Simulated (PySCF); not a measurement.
# Cr, Cr⁺: ionisation energy in pcseg-2

Wanted: the ionisation energy of chromium, up a ladder of methods.

The numbers are computed with PySCF 2.14.0 (unrestricted determinants in a Gaussian basis, no spin-orbit coupling in the energies), except any that are marked as measured or tabulated.

### 1 Starting point

| Property | Result |
| --- | --- |
| Element | chromium (Z = 24) |
| Basis | pcseg-2 |
| Hamiltonian | no relativity, point nucleus |
| State 1 | Cr: [Ar] 3d5 4s1, high-spin 7S determinant |
| State 2 | Cr⁺: [Ar] 3d5, high-spin 6S determinant |
| Methods | UHF, TPSS, LDA, MP2 |
| Core shells frozen in the correlated runs | valence: [Ar] (for Cr) |

Outer shells as boxes (Hund's rule):

Cr [Ar] 3d5 4s1
```
[Ar] core
3d [↑ ][↑ ][↑ ][↑ ][↑ ]
4s [↑ ]
```

Cr+ [Ar] 3d5
```
[Ar] core
3d [↑ ][↑ ][↑ ][↑ ][↑ ]
```

One driver process ran all states and methods and kept the integrals in memory. Each run is shown as a PySCF script that sums up its settings (the driver passes frozen orbitals as a list and adds second-order terms of double hybrids); the logs are those of the runs themselves. The driver starts from symmetry-adapted Hartree-Fock orbitals, holds the occupation by maximum overlap and uses a logarithmic radial grid for functionals, so a plain start would take other cycles.

The driver's launch:

```
$ OMP_NUM_THREADS=1 python atomrun2.py TASK.json OUT
```

The integrals over 56 functions and the set-up took 0.44 s of CPU time.

### 2 Cr

UHF:

input.py reads:

```python
from pyscf import gto, scf, dft, mp, cc
import basis_set_exchange as bse
mol = gto.M(atom="Cr 0 0 0", charge=0, spin=6, symmetry="D2h",
            basis=gto.basis.parse(bse.get_basis("pcseg-2", elements=["Cr"], fmt="nwchem", header=False)))
mf = scf.UHF(mol)
mf.irrep_nelec = {'Ag': (6, 3), 'B1g': (1, 0), 'B2g': (1, 0), 'B3g': (1, 0), 'B1u': (2, 2), 'B2u': (2, 2), 'B3u': (2, 2)}
mf.kernel()
```

TPSS:

input.py, as changed from the run before:

```diff
@@ -4,3 +4,3 @@
             basis=gto.basis.parse(bse.get_basis("pcseg-2", elements=["Cr"], fmt="nwchem", header=False)))
-mf = scf.UHF(mol)
+mf = dft.UKS(mol, xc="TPSS")
 mf.irrep_nelec = {'Ag': (6, 3), 'B1g': (1, 0), 'B2g': (1, 0), 'B3g': (1, 0), 'B1u': (2, 2), 'B2u': (2, 2), 'B3u': (2, 2)}
```

LDA:

input.py, as changed from the run before:

```diff
@@ -4,3 +4,3 @@
             basis=gto.basis.parse(bse.get_basis("pcseg-2", elements=["Cr"], fmt="nwchem", header=False)))
-mf = dft.UKS(mol, xc="TPSS")
+mf = dft.UKS(mol, xc="LDA,VWN")
 mf.irrep_nelec = {'Ag': (6, 3), 'B1g': (1, 0), 'B2g': (1, 0), 'B3g': (1, 0), 'B1u': (2, 2), 'B2u': (2, 2), 'B3u': (2, 2)}
```

MP2 (valence):

```python
from pyscf import gto, scf, dft, mp, cc
import basis_set_exchange as bse
mol = gto.M(atom="Cr 0 0 0", charge=0, spin=6, symmetry="D2h",
            basis=gto.basis.parse(bse.get_basis("pcseg-2", elements=["Cr"], fmt="nwchem", header=False)))
mf = scf.UHF(mol)
mf.irrep_nelec = {'Ag': (6, 3), 'B1g': (1, 0), 'B2g': (1, 0), 'B3g': (1, 0), 'B1u': (2, 2), 'B2u': (2, 2), 'B3u': (2, 2)}
mf.kernel()
mp.UMP2(mf, frozen=9).kernel()
```

### 3 Cr⁺: the ladder of methods

UHF:

input.py reads:

```python
from pyscf import gto, scf, dft, mp, cc
import basis_set_exchange as bse
mol = gto.M(atom="Cr 0 0 0", charge=1, spin=5, symmetry="D2h",
            basis=gto.basis.parse(bse.get_basis("pcseg-2", elements=["Cr"], fmt="nwchem", header=False)))
mf = scf.UHF(mol)
mf.irrep_nelec = {'Ag': (5, 3), 'B1g': (1, 0), 'B2g': (1, 0), 'B3g': (1, 0), 'B1u': (2, 2), 'B2u': (2, 2), 'B3u': (2, 2)}
mf.kernel()
```

TPSS:

input.py, as changed from the run before:

```diff
@@ -4,3 +4,3 @@
             basis=gto.basis.parse(bse.get_basis("pcseg-2", elements=["Cr"], fmt="nwchem", header=False)))
-mf = scf.UHF(mol)
+mf = dft.UKS(mol, xc="TPSS")
 mf.irrep_nelec = {'Ag': (5, 3), 'B1g': (1, 0), 'B2g': (1, 0), 'B3g': (1, 0), 'B1u': (2, 2), 'B2u': (2, 2), 'B3u': (2, 2)}
```

LDA:

input.py, as changed from the run before:

```diff
@@ -4,3 +4,3 @@
             basis=gto.basis.parse(bse.get_basis("pcseg-2", elements=["Cr"], fmt="nwchem", header=False)))
-mf = dft.UKS(mol, xc="TPSS")
+mf = dft.UKS(mol, xc="LDA,VWN")
 mf.irrep_nelec = {'Ag': (5, 3), 'B1g': (1, 0), 'B2g': (1, 0), 'B3g': (1, 0), 'B1u': (2, 2), 'B2u': (2, 2), 'B3u': (2, 2)}
```

MP2 (valence):

input.py reads:

```python
from pyscf import gto, scf, dft, mp, cc
import basis_set_exchange as bse
mol = gto.M(atom="Cr 0 0 0", charge=1, spin=5, symmetry="D2h",
            basis=gto.basis.parse(bse.get_basis("pcseg-2", elements=["Cr"], fmt="nwchem", header=False)))
mf = scf.UHF(mol)
mf.irrep_nelec = {'Ag': (5, 3), 'B1g': (1, 0), 'B2g': (1, 0), 'B3g': (1, 0), 'B1u': (2, 2), 'B2u': (2, 2), 'B3u': (2, 2)}
mf.kernel()
mp.UMP2(mf, frozen=9).kernel()
```

What does the calculation give?

The runs gave:

| quantity | value |
| --- | --- |
| ionisation energy, Cr | UHF 5.924, MP2 (valence) 6.366 eV; reference 6.767 |

Each level's miss and price (over 1 difference):

```csv
method,mean absolute miss against the measured value (with the measured fine structure taken into account where it is known) (eV),"CPU time, both states (s)"
UHF,0.842,0.49
TPSS,0.307,3.5
LDA,0.674,0.93
MP2 (valence),0.401,0.53
SCS-MP2 (valence),0.695,0.53
```

Against experiment TPSS comes closest (off by 0.31 eV) and UHF is farthest (0.84 eV). Hartree-Fock falls short because the species with more electrons holds more correlation energy, which it lacks. LDA is off by +0.67 eV. The basis is finite, and no extrapolation was made. The dearest level timed, TPSS, costs 7.1 times the cheapest, UHF, and differs from the measured value (with the measured fine structure taken into account where it is known) by 0.31 against 0.84 eV.
